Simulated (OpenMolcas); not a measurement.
# doublet GeH3Br−: levels of theory compared

We compute a comparison of 6 runs (UHF/3-21G, UB3LYP/6-31G*, U-revPBE/aug-cc-pVDZ, UM06-2X/aug-cc-pVDZ, USVWN5/aug-cc-pVDZ, UTPSS/aug-cc-pVDZ) of doublet GeH3Br−. 

The results are computed with OpenMolcas 26.06.

1 further run of the same task is left out (it didn't finish).

### Step 1. The system as given

GeH3Br− has 5 atoms, charge -1, and is taken as a doublet. As SMILES of the parent species, `[GeH3][Br]`. The coordinates come from a PBE0-D4/def2-TZVP relaxation. That shape belongs to the parent species and isn't relaxed for this state.

Bond lengths: Ge1–Br2 2.309 Å, Ge1–H3 1.532 Å, Ge1–H4 1.532 Å, Ge1–H5 1.532 Å. Angles: Br2–Ge1–H3 107.2°, Br2–Ge1–H4 107.2°, Br2–Ge1–H5 107.2°, H3–Ge1–H4 111.7°, H3–Ge1–H5 111.7°, H4–Ge1–H5 111.7°.

### Step 2. A single-point energy at UHF/3-21G (run 1)

The input, coord.xyz:

```xyz
5

Ge     0.139040     0.013690    -0.129150
Br    -1.548450    -0.152490     1.438270
H      0.128210     1.452190    -0.655100
H     -0.172230    -0.995930    -1.238090
H      1.453450    -0.317450     0.584070
```

The input, job.inp:

```
>>> EXPORT MOLCAS_PRINT=2

&GATEWAY
  BasLib=$CurrDir
  Coord=coord.xyz
  Basis=3-21G
  Group=NoSym

&SEWARD

&SCF
  UHF
  Charge=-1
  Spin=2
  Thresholds=1e-10 1e-07 1e-07 1e-05
  PrOrbitals=1 2
```

The basis set 3-21G is read from a file made from the Basis Set Exchange's data (not shown).

Command:

```console
$ export MOLCAS_MEM=1860
$ pymolcas job.inp > job.log
```

Output:

```text
--- Start Module: gateway ---
[...]
--- Stop Module: gateway /rc=_RC_ALL_IS_WELL_ ---
--- Start Module: seward ---
[...]
      Basis functions           50
--- Stop Module: seward /rc=_RC_ALL_IS_WELL_ ---
--- Start Module: scf ---
[...]
       Convergence after  18 Iterations
[...]
::    Total SCF energy                              -4627.0515710613
[...]
      Total spin, S                                     0.5059006027
[...]
      Total electronic charge=   71.000000
      Total            charge=   -1.000000
[...]
      Dipole Moment (debye):
      Origin of the operator (angstrom)=   -0.7090   -0.0698    0.6585
                   X= -1.1198E+00               Y= -1.1033E-01               Z=  1.0401E+00           Total=  1.5323E+00
      Center of Charge (angstrom)
[...]
--- Stop Module: scf /rc=_RC_ALL_IS_WELL_ ---
[...]
```

It took 2.2 s on 1 thread of Arm Neoverse V2, shared host; peak memory 0.38 GiB.

### Step 3. The energy at UB3LYP/6-31G(d) (Cartesian functions) (run 2)

The input, struct.xyz:

```xyz
5

Ge     0.139040     0.013690    -0.129150
Br    -1.548450    -0.152490     1.438270
H      0.128210     1.452190    -0.655100
H     -0.172230    -0.995930    -1.238090
H      1.453450    -0.317450     0.584070
```

The input, run.input:

```
>>> EXPORT MOLCAS_PRINT=2

&GATEWAY
  BasLib=$CurrDir
  Coord=struct.xyz
  Basis=6-31Gs
  Group=NoSym

&SEWARD
  GridInput
  Grid=UltraFine
  End of Grid

&SCF
  UHF
  Charge=-1
  Spin=2
  KSDFT=B3LYP
  Thresholds=1e-10 1e-07 1e-07 1e-05
  PrOrbitals=1 1
```

The basis set 6-31G* is read from a file made from the Basis Set Exchange's data (not shown).

Command:

```console
$ export MOLCAS_MEM=1860
$ pymolcas run.input > run.log
```

Output:

```text
--- Start Module: gateway ---
[...]
--- Stop Module: gateway /rc=_RC_ALL_IS_WELL_ ---
--- Start Module: seward ---
[...]
      Basis functions           76
--- Stop Module: seward /rc=_RC_ALL_IS_WELL_ ---
[...]
--- Start Module: scf ---
[...]
       Convergence after  19 Iterations
[...]
::    Total KS-DFT energy                           -4652.4432840075
[...]
      Total spin, S                                     0.5007029892
[...]
      Total electronic charge=   71.000000
      Total            charge=   -1.000000
[...]
      Dipole Moment (debye):
      Origin of the operator (angstrom)=   -0.7090   -0.0698    0.6585
                   X= -1.4876E+00               Y= -1.4653E-01               Z=  1.3817E+00           Total=  2.0356E+00
      Center of Charge (angstrom)
[...]
--- Stop Module: scf /rc=_RC_ALL_IS_WELL_ ---
[...]
```

It took 20 s on 1 thread of Arm Neoverse V2, shared host; peak memory 0.43 GiB.

Runs 3 to 4 aren't shown in full; the table further down has their settings and results.

### Step 4. A single-point energy at USVWN5/aug-cc-pVDZ (run 5)

The input, run.input:

```
&gateway
baslib=$CurrDir
coord
5
angstrom
Ge       0.139040       0.013690      -0.129150
Br      -1.548450      -0.152490       1.438270
H        0.128210       1.452190      -0.655100
H       -0.172230      -0.995930      -1.238090
H        1.453450      -0.317450       0.584070
basis=aug-cc-pVDZ
group=NoSym
&seward
gridinput
Grid=UltraFine
End of Grid
&scf
uhf
charge=-1
spin=2
ksdft=SVWN5
thresholds=1e-10 1e-07 1e-07 1e-05
prorbitals=1 1
```

The basis set aug-cc-pVDZ is read from a file made from the Basis Set Exchange's data (not shown).

Command:

```console
$ export MOLCAS_MEM=1860
$ pymolcas run.input > run.log
```

Output:

```text
--- Start Module: gateway ---
[...]
--- Stop Module: gateway /rc=_RC_ALL_IS_WELL_ ---
--- Start Module: seward ---
[...]
      Basis functions           99
--- Stop Module: seward /rc=_RC_ALL_IS_WELL_ ---
[...]
--- Start Module: scf ---
[...]
       Convergence after  18 Iterations
[...]
::    Total KS-DFT energy                           -4646.2018521885
[...]
      Total spin, S                                     0.5001186309
[...]
      Total electronic charge=   71.000000
      Total            charge=   -1.000000
[...]
      Dipole Moment (debye):
      Origin of the operator (angstrom)=   -0.7090   -0.0698    0.6585
                   X= -4.1559E+00               Y= -4.0930E-01               Z=  3.8603E+00           Total=  5.6869E+00
      Center of Charge (angstrom)
[...]
--- Stop Module: scf /rc=_RC_ALL_IS_WELL_ ---
[...]
```

Run time: 32 s. Hardware: 1 thread of Arm Neoverse V2, shared host; peak memory 0.55 GiB.

### Step 5. The energy at UTPSS/aug-cc-pVDZ (run 6)

The input, job.input:

```
* BrGeH3 Kohn-Sham DFT
>>> EXPORT MOLCAS_PRINT=2
&GATEWAY
BasLib=$CurrDir
BasisSet
Ge.aug-cc-pVDZ....
Ge1 0.139040 0.013690 -0.129150 angstrom
End of Basis
BasisSet
Br.aug-cc-pVDZ....
Br2 -1.548450 -0.152490 1.438270 angstrom
End of Basis
BasisSet
H.aug-cc-pVDZ....
H3 0.128210 1.452190 -0.655100 angstrom
H4 -0.172230 -0.995930 -1.238090 angstrom
H5 1.453450 -0.317450 0.584070 angstrom
End of Basis
&SEWARD
GridInput
Grid=UltraFine
End of Grid
&SCF
UHF
Charge=-1
Spin=2
KSDFT=2
1.0 MGGA_X_TPSS
1.0 MGGA_C_TPSS
Thresholds=1e-10 1e-07 1e-07 1e-05
PrOrbitals=1 2
```

The basis set aug-cc-pVDZ is read from a file made from the Basis Set Exchange's data (not shown).

Command:

```console
$ export MOLCAS_MEM=1860
$ pymolcas job.input > job.log
```

Output:

```text
--- Start Module: gateway ---
[...]
--- Stop Module: gateway /rc=_RC_ALL_IS_WELL_ ---
--- Start Module: seward ---
[...]
      Basis functions           99
--- Stop Module: seward /rc=_RC_ALL_IS_WELL_ ---
[...]
--- Start Module: scf ---
[...]
       Convergence after  20 Iterations
[...]
::    Total KS-DFT energy                           -4652.8122756447
[...]
      Total spin, S                                     0.5001543448
[...]
      Total electronic charge=   71.000000
      Total            charge=   -1.000000
[...]
      Dipole Moment (debye):
      Origin of the operator (angstrom)=   -0.7090   -0.0698    0.6585
                   X= -5.1527E+00               Y= -5.0755E-01               Z=  4.7866E+00           Total=  7.0512E+00
      Center of Charge (angstrom)
[...]
--- Stop Module: scf /rc=_RC_ALL_IS_WELL_ ---
[...]
```

Run time: 83 s. Hardware: 1 thread of Arm Neoverse V2, shared host; peak memory 0.55 GiB.

### Step 6. Overview of the runs

| run | level | Cartesian functions | integration grid | energy (Eh) | HOMO energy (eV) | LUMO energy (eV) | ⟨S²⟩ | wall time |
| --- | --- | --- | --- | --- | --- | --- | --- | --- |
| 1 | UHF/3-21G | no | – | -4627.051571 | 1.99 | 9.39 | 0.762 | 2.2 s |
| 2 | UB3LYP/6-31G* (Cartesian functions) | yes | UltraFine | -4652.443284 | 3.11 | 4.86 | 0.751 | 20 s |
| 3 | U-revPBE/aug-cc-pVDZ | no | UltraFine | -4652.541973 | 1.75 | 2.24 | 0.750 | 50 s |
| 4 | UM06-2X/aug-cc-pVDZ | no | UltraFine | -4652.961880 | 1.21 | 3.25 | 0.751 | 91 s |
| 5 | USVWN5/aug-cc-pVDZ | no | UltraFine | -4646.201852 | 1.70 | 2.03 | 0.750 | 32 s |
| 6 | UTPSS/aug-cc-pVDZ | no | UltraFine | -4652.812276 | 1.82 | 2.35 | 0.750 | 83 s |

### Step 7. What came out

```
                                 quantity           value
                      run 6: total energy  -4652.81228 Eh
run 6: HOMO energy (highest over α and β)         1.82 eV
 run 6: LUMO energy (lowest over α and β)         2.35 eV
                              run 6: ⟨S²⟩           0.750
```

**Reading.** Totals of different functionals can't be ranked against each other. In runs 1, 2, 3, 4, 5, 6 the HOMO lies above zero, so the outermost electron may be held by the basis alone. All runs together took 4.6 min, the longest 91 s.
